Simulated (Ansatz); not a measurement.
# PdTe: the cost of one run

Computed with Ansatz 0.2.0 (DFT r²SCAN+U (U = 3 eV, J = 0.7 eV on Pd d), plane waves, PAW, unless a step's input says otherwise).

3 further runs of the same task are left out: 3 that didn't finish. Runs told in other sessions of the task aren't counted.

## 1. Starting point

It takes space group P6_3/mmc (No. 194, hexagonal). Conventional cell: a = 4.152 Å, b = 4.152 Å, c = 5.672 Å, α = 90.00°, β = 90.00°, γ = 120.00°. Around Te (site symmetry -6m2) lie 6 Pd at 2.79 Å. Pd (site symmetry -3m) is surrounded by 6 Te at 2.79 Å and 2 Pd at 2.84 Å.

Structure file:

```xyz
8
Lattice="4.1521 0.0000 0.0000 -2.0760 3.5958 5.6719 0.0000 0.0000 11.3438" Properties=species:S:1:pos:R:3 pbc="T T T"
Te    0.0000    2.3972   12.7618
Te    2.0760    1.1986    4.2539
Pd    0.0000    0.0000    0.0000
Pd    0.0000    0.0000    2.8359
Te    0.0000    2.3972    7.0899
Te    2.0760    1.1986    9.9258
Pd    0.0000    0.0000    5.6719
Pd    0.0000    0.0000    8.5078
```

An earlier series on this cell reached its lowest free state from «ferrimagnetic site moments held at first, then free», perhaps among other starts (it ended with site moments under 0.05 μB).

## 2. Antiferromagnetic site moments held at first, then free

input.yaml

```yaml
crystal:
  lattice:
    - [4.15209743, 0.0, 0.0]
    - [-2.07604871, 3.59582185, 5.6718989]
    - [0.0, 0.0, 11.3437978]
  atoms:
    - { symbol: Te, position: [0.3333333333, 0.6666666667, 0.7916666667] }
    - { symbol: Te, position: [0.6666666667, 0.3333333333, 0.2083333334] }
    - { symbol: Pd, position: [0.0, 0.0, 0.0], spin: 2.0 }
    - { symbol: Pd, position: [0.0, 0.0, 0.25], spin: -2.0 }
    - { symbol: Te, position: [0.3333333333, 0.6666666667, 0.2916666666] }
    - { symbol: Te, position: [0.6666666667, 0.3333333333, 0.7083333334] }
    - { symbol: Pd, position: [0.0, 0.0, 0.5], spin: 2.0 }
    - { symbol: Pd, position: [0.0, 0.0, 0.75], spin: -2.0 }
basis:
  ecutwfc: 500
  ecutrho_ratio: 4
kpoints:
  mp_grid: { grid: [5, 5, 5] }
hamiltonian:
  xc: r2scan
  hubbard:
    sites:
      - { site: 2, l: d, u: 3.0, j: 0.7, starting_ns: [{ spin: up, occupation_matrix: s2up }, { spin: down, occupation_matrix: s2down }] }
      - { site: 3, l: d, u: 3.0, j: 0.7, starting_ns: [{ spin: up, occupation_matrix: s3up }, { spin: down, occupation_matrix: s3down }] }
      - { site: 6, l: d, u: 3.0, j: 0.7, starting_ns: [{ spin: up, occupation_matrix: s6up }, { spin: down, occupation_matrix: s6down }] }
      - { site: 7, l: d, u: 3.0, j: 0.7, starting_ns: [{ spin: up, occupation_matrix: s7up }, { spin: down, occupation_matrix: s7down }] }
    occupation_matrices:
      s2up:
        matrix:
          - [0.97, 0.0, 0.0, 0.0, 0.0]
          - [0.0, 0.97, 0.0, 0.0, 0.0]
          - [0.0, 0.0, 0.97, 0.0, 0.0]
          - [0.0, 0.0, 0.0, 0.97, 0.0]
          - [0.0, 0.0, 0.0, 0.0, 0.97]
      s2down:
        matrix:
          - [0.97, 0.0, -0.00144, -0.00124, 0.0]
          - [0.0, 0.42796, 0.0, 0.0, -0.47025]
          - [-0.00144, 0.0, 0.42266, -0.46946, 0.0]
          - [-0.00124, 0.0, -0.46946, 0.56734, 0.0]
          - [0.0, -0.47025, 0.0, 0.0, 0.56204]
      s3up:
        matrix:
          - [0.97, 0.0, 0.00144, -0.00124, 0.0]
          - [0.0, 0.42796, 0.0, 0.0, 0.47025]
          - [0.00144, 0.0, 0.42266, 0.46946, 0.0]
          - [-0.00124, 0.0, 0.46946, 0.56734, 0.0]
          - [0.0, 0.47025, 0.0, 0.0, 0.56204]
      s3down:
        matrix:
          - [0.97, 0.0, 0.0, 0.0, 0.0]
          - [0.0, 0.97, 0.0, 0.0, 0.0]
          - [0.0, 0.0, 0.97, 0.0, 0.0]
          - [0.0, 0.0, 0.0, 0.97, 0.0]
          - [0.0, 0.0, 0.0, 0.0, 0.97]
      s6up:
        matrix:
          - [0.97, 0.0, 0.0, 0.0, 0.0]
          - [0.0, 0.97, 0.0, 0.0, 0.0]
          - [0.0, 0.0, 0.97, 0.0, 0.0]
          - [0.0, 0.0, 0.0, 0.97, 0.0]
          - [0.0, 0.0, 0.0, 0.0, 0.97]
      s6down:
        matrix:
          - [0.97, 0.0, -0.00144, -0.00124, 0.0]
          - [0.0, 0.42796, 0.0, 0.0, -0.47025]
          - [-0.00144, 0.0, 0.42266, -0.46946, 0.0]
          - [-0.00124, 0.0, -0.46946, 0.56734, 0.0]
          - [0.0, -0.47025, 0.0, 0.0, 0.56204]
      s7up:
        matrix:
          - [0.97, 0.0, 0.00144, -0.00124, 0.0]
          - [0.0, 0.42796, 0.0, 0.0, 0.47025]
          - [0.00144, 0.0, 0.42266, 0.46946, 0.0]
          - [-0.00124, 0.0, 0.46946, 0.56734, 0.0]
          - [0.0, 0.47025, 0.0, 0.0, 0.56204]
      s7down:
        matrix:
          - [0.97, 0.0, 0.0, 0.0, 0.0]
          - [0.0, 0.97, 0.0, 0.0, 0.0]
          - [0.0, 0.0, 0.97, 0.0, 0.0]
          - [0.0, 0.0, 0.0, 0.97, 0.0]
          - [0.0, 0.0, 0.0, 0.0, 0.97]
    ns_hold: { iters: 8 }
scf:
  occupations: { method: gaussian, width: 0.05 }
  lower_state_search: "off"
  max_iter: 150
output:
  forces: true
  stress: true
  eigenvalues: true
  populations: true
  hubbard:
    sites:
      - { site: 2, l: d }
      - { site: 3, l: d }
      - { site: 6, l: d }
      - { site: 7, l: d }
magnetization:
  spin_polarized: true
  spin_locking: { lock_spins: true, n_iters: 12 }
```

The typed matrices put 0.97 on the chosen orbitals and 0.02 on the others, and are held for 8 cycles. The lock is temporary (n_iters 12) and is released on the way.

On the command line:

```
$ ansatz run input.yaml --threads 8 --pin off --max-ram 12288MiB --backend cpu --events-out ev --progress --plain --runs-dir out
```

What time and memory should one allow on 8 threads of Arm Neoverse V2, shared host?

About 70 s, with a peak of 2.5 GiB.
